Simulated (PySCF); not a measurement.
Crystal: C2NFH4, in a box.

```
C N F H
1.0
    12.00000    0.00000    0.00000
     0.00000   13.00000    0.00000
     0.00000    0.00000   11.00000
C N F H
2 1 1 4
Direct
  0.46072 0.56775 0.49929
  0.52223 0.47838 0.55072
  0.49514 0.38672 0.56635
  0.62510 0.50638 0.58486
  0.37707 0.54587 0.47112
  0.45555 0.62892 0.56713
  0.50615 0.59854 0.42132
  0.41595 0.37431 0.53741
```

Base run:

- Program: PySCF 2.14.0
- Functional: revPBE
- Dispersion: D3
- Potentials or basis: def2-svp (all-electron)
- k mesh: 1 × 1 × 1
- Occupations: fixed
- Spin: no spin polarisation

Its results: gap between the frontier levels 5.89 eV.

Problem. The run is repeated on the same cell with these changes: functional from revPBE to M06-L. What comes out?

Solution. Gap between the frontier levels 6.52 eV.

Caveats: this is a molecule in a periodic box at the Γ point, so its band gap is the HOMO-LUMO gap; the basis of atomic orbitals isn't converged, which shifts pressures, moduli and gaps.

A k mesh can miss the band edges.

Not every run made on this cell is shown here.
